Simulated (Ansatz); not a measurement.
**CH4Ge+ (quartet): the correlation ladder, cc-pVDZ**

An exercise on one series of results from a longer session: the logs are not shown, and one member is left open.

The runs use Ansatz 0.2.0, Gaussian basis; cc-pVDZ, core rule «outside noble gas», up to 15 orbitals frozen.

The runs, in order: UHF; CCSD(T) on ROHF; CCSD(T) on UHF; BCCD(T) on ROHF; CISD; CCSDT(Q) on ROHF; CCSDT(Q) on UHF.

21 further runs of the same task are left out: 5 that didn't finish, 16 set aside as unsound or not needed.

### What is computed

The geometry is a PBE0/def2-TZVP stationary point (not a proven minimum) of the parent state, kept for this charge and spin. No spin-orbit coupling is included. The filled d shell of Ge may be among the frozen orbitals whatever the setting's name suggests; the logs give the count.

6 atoms, charge 1, spin multiplicity 4.

Atoms are counted from 1 here; the program's logs count them from 0.

Bond lengths: Ge1–C2 1.973 Å, Ge1–H3 1.548 Å, C2–H4 1.089 Å, C2–H5 1.091 Å, C2–H6 1.091 Å. Angles: C2–Ge1–H3 119.8°, Ge1–C2–H4 109.1°, Ge1–C2–H5 109.5°, Ge1–C2–H6 109.5°, H4–C2–H5 109.2°, H4–C2–H6 109.2°, H5–C2–H6 110.2°.

The first run:

Input file in.yaml:

```yaml
crystal:
  periodic: [false, false, false]
  atoms:
    - {symbol: Ge, position_ang: [0.000000, -0.033908, 0.336669]}
    - {symbol: C, position_ang: [0.000000, 0.076047, -1.633008]}
    - {symbol: H, position_ang: [0.000000, 1.264562, 1.179449]}
    - {symbol: H, position_ang: [0.000000, -0.931556, -2.046951]}
    - {symbol: H, position_ang: [0.894568, 0.602256, -1.968225]}
    - {symbol: H, position_ang: [-0.894568, 0.602256, -1.968225]}
basis:
  gaussian: {orbitals: cc-pVDZ}
total_charge: 1
magnetization: {spin_polarized: true, initial_magnetization: 3}
hamiltonian: {xc: hf}
output: {orbitals: {seedname: orbitals}}
```

Started as:

```console
$ ansatz run in.yaml --threads 1 --pin off --events-out ev --progress --plain --max-ram 2393MiB
```

Among the steps run: UHF; CCSD(T) on ROHF; CCSD(T) on UHF; BCCD(T) on ROHF; CISD; CCSDT(Q) on ROHF; CCSDT(Q) on UHF.

One of the session's tables, all rows but one given; the rest of the session is left out.

It belongs to the step «Misses and costs». 

```
   method  from UCCSDT(Q) (kcal/mol)
     ROHF                    +146.68
      UHF                    +141.80
     RMP2                     +27.95
     UMP2                     +27.31
    RCCSD                      +4.91
    UCCSD                          ?
 RCCSD(T)                      +1.18
 UCCSD(T)                      +0.79
  BCCD(T)                      +1.16
   RCCSDT                      +0.57
   UCCSDT                      +0.17
RCCSDT(Q)                      +0.40
UCCSDT(Q)                          0
```

**Question.** Estimate the row for UCCSD.

The run gave: from UCCSDT(Q) (kcal/mol): +4.37. In the column «from UCCSDT(Q) (kcal/mol)» it lies between RCCSD(T) (+1.18) and RCCSD (+4.91).

Not comparable, so not listed: CISD (they don't share determinant, frozen orbitals or solution with the rows shown, or repeat one).

Caveats from the session: Restricted and unrestricted rows rest on different reference determinants; where their highest levels disagree by more than a few hundredths of an eV, they describe different states and don't form one ladder.
